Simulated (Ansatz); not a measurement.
# C2H9AlClP: the cost of one run

Computed with Ansatz 0.2.0, Gaussian basis. Level: the settings change from run to run.

## (1) The relaxed structure

An earlier PBE0-D4 in a triple-zeta def2 set relaxation fixed the geometry.

SMILES `[CH3][Al-]([CH3])([PH3+])[Cl]`, 14 atoms, charge 0, spin multiplicity 1.

Atoms are counted from 1 here; the program's logs count them from 0.

Bond lengths: C1–Al2 1.957 Å, C1–H6 1.095 Å, C1–H7 1.095 Å, C1–H8 1.094 Å, Al2–C3 1.957 Å, Al2–P4 2.555 Å, Al2–Cl5 2.159 Å, C3–H9 1.094 Å, C3–H10 1.095 Å, C3–H11 1.095 Å, P4–H12 1.412 Å, P4–H13 1.409 Å, P4–H14 1.409 Å. Angles: Al2–C1–H6 112.2°, Al2–C1–H7 110.1°, Al2–C1–H8 112.4°, H6–C1–H7 106.9°, H6–C1–H8 108.1°, H7–C1–H8 106.8°, C1–Al2–C3 123.2°, C1–Al2–P4 102.3°, C1–Al2–Cl5 115.2°, C3–Al2–P4 102.2°, C3–Al2–Cl5 115.2°, P4–Al2–Cl5 90.1°, Al2–C3–H9 112.4°, Al2–C3–H10 112.2°, Al2–C3–H11 110.1°, H9–C3–H10 108.1°, H9–C3–H11 106.8°, H10–C3–H11 106.9° and more.

## (2) B97/def2-mTZVP

This run has multiplicity 3, restricted open-shell orbitals, atoms shaken by 0.03 Å, the search for lower states set to full.

Contents of in.yaml:

```yaml
crystal:
  periodic: [false, false, false]
  atoms:
    - {symbol: C, position_ang: [-1.770369, 1.013142, 0.195659]}
    - {symbol: Al, position_ang: [0.187755, 0.661747, -0.247051]}
    - {symbol: C, position_ang: [1.538683, 0.834314, 0.995674]}
    - {symbol: P, position_ang: [0.033552, -1.863987, -0.666497]}
    - {symbol: Cl, position_ang: [0.706705, 1.013086, -2.259893]}
    - {symbol: H, position_ang: [-2.037844, 0.492036, 1.110299]}
    - {symbol: H, position_ang: [-1.860045, 2.097464, 0.287459]}
    - {symbol: H, position_ang: [-2.408984, 0.710233, -0.643750]}
    - {symbol: H, position_ang: [2.563786, 0.420023, 0.605601]}
    - {symbol: H, position_ang: [1.348159, 0.328227, 1.947937]}
    - {symbol: H, position_ang: [1.801997, 1.844607, 1.181637]}
    - {symbol: H, position_ang: [-0.227671, -2.905280, 0.231669]}
    - {symbol: H, position_ang: [1.250643, -2.415069, -1.215742]}
    - {symbol: H, position_ang: [-0.840404, -2.229932, -1.684880]}
basis:
  gaussian: {orbitals: def2-mTZVP}
magnetization: {spin_polarized: false, initial_magnetization: 2}
hamiltonian: {xc: {name: B97}}
scf: {lower_state_search: full}
output: {forces: true}
```

The run is started by

```bash
ansatz run in.yaml --threads 4 --pin off --events-out ev --progress --plain --max-ram 11315MiB
```

**Question.** How long does this run take on 4 threads of Arm Neoverse V2, shared host, and how much memory does it need?

About 66 s, with a peak of 0.65 GiB.
